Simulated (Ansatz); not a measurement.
# MnHg3: magnetic order and moments

One table from this session's results is given with a row withheld; the runs are named, their logs left out.

Computed with Ansatz 0.2.0 (DFT PBE, scalar-relativistic, plane waves, PAW, unless a step's input says otherwise).

**Starting point**

Symmetry: Pm-3m, No. 221, cubic system. Conventional cell: a = 4.418 Å, b = 4.418 Å, c = 4.418 Å, α = 90.00°, β = 90.00°, γ = 90.00°. Mn (site symmetry m-3m) has 12 Hg at 3.12 Å as nearest neighbours. Hg (site symmetry 4/mmm) is surrounded by 4 Mn at 3.12 Å and 8 Hg at 3.12 Å.

Coordinates:

```xyz
4
Lattice="4.4178 0.0000 0.0000 0.0000 4.4178 0.0000 0.0000 0.0000 4.4178" Properties=species:S:1:pos:R:3 pbc="T T T"
Mn    0.0000    0.0000    0.0000
Hg    2.2089    0.0000    2.2089
Hg    0.0000    2.2089    2.2089
Hg    2.2089    2.2089    0.0000
```

Source of the structure: the Materials Project (structure only). It is taken as it stands there.

The first run:

Contents of input.yaml:

```yaml
crystal:
  lattice:
    - [4.41785, 0.0, 0.0]
    - [0.0, 4.41785, 0.0]
    - [0.0, 0.0, 4.41785]
  atoms:
    - { symbol: Mn, position: [0.0, 0.0, 0.0], spin: 4.0 }
    - { symbol: Hg, position: [0.5, 0.0, 0.5] }
    - { symbol: Hg, position: [0.0, 0.5, 0.5] }
    - { symbol: Hg, position: [0.5, 0.5, 0.0] }
basis:
  ecutwfc: 420
kpoints:
  mp_grid: { grid: [4, 4, 4] }
hamiltonian:
  xc: pbe
scf:
  occupations: { method: gaussian, width: 0.1 }
output:
  forces: true
  stress: true
  eigenvalues: true
  populations: true
magnetization:
  spin_polarized: true
```

Started as:

```sh
> ansatz run input.yaml --threads 1 --pin off --max-ram 2560MiB --backend cpu --events-out ev --progress --plain --runs-dir out
```

Steps of the session up to this table: Probe: one point at the start; The base run, for reference; Magnetic start: no spin polarisation; Magnetic start: ferromagnetic; Start: large parallel starting moments; Magnetic start: antiferromagnetic, doubled cell, propagation vector (0, 0, 1/2); Start: antiferromagnetic, doubled cell, propagation vector (0, 1/2, 1/2); Start: antiferromagnetic, doubled cell, propagation vector (1/2, 1/2, 1/2); Start: small parallel starting moments.

One table of the session follows, with a row left open; its other results are not shown here.

It belongs to the step «The magnetic starts in order of energy». 

```
                                                              start  energy above the lowest (meV/atom)  pressure (GPa)
    antiferromagnetic, doubled cell, propagation vector (0, 0, 1/2)                                0.00            -0.5
  antiferromagnetic, doubled cell, propagation vector (0, 1/2, 1/2)                                11.1            -0.7
                                                      ferromagnetic                                17.7            -0.2
                                    large parallel starting moments                                17.7            -0.2
                                    small parallel starting moments                                17.7            -0.2
antiferromagnetic, doubled cell, propagation vector (1/2, 1/2, 1/2)                                   ?               ?
                                                            no spin                                 472            -7.9
```

**Question.** Estimate the row for antiferromagnetic, doubled cell, propagation vector (1/2, 1/2, 1/2).

As computed: energy above the lowest (meV/atom): 18.1; pressure (GPa): -0.3. In the column «energy above the lowest (meV/atom)» it lies between small parallel starting moments (17.7) and no spin (472).

To keep in mind: Only these starts were tried, so a lower state is not ruled out.
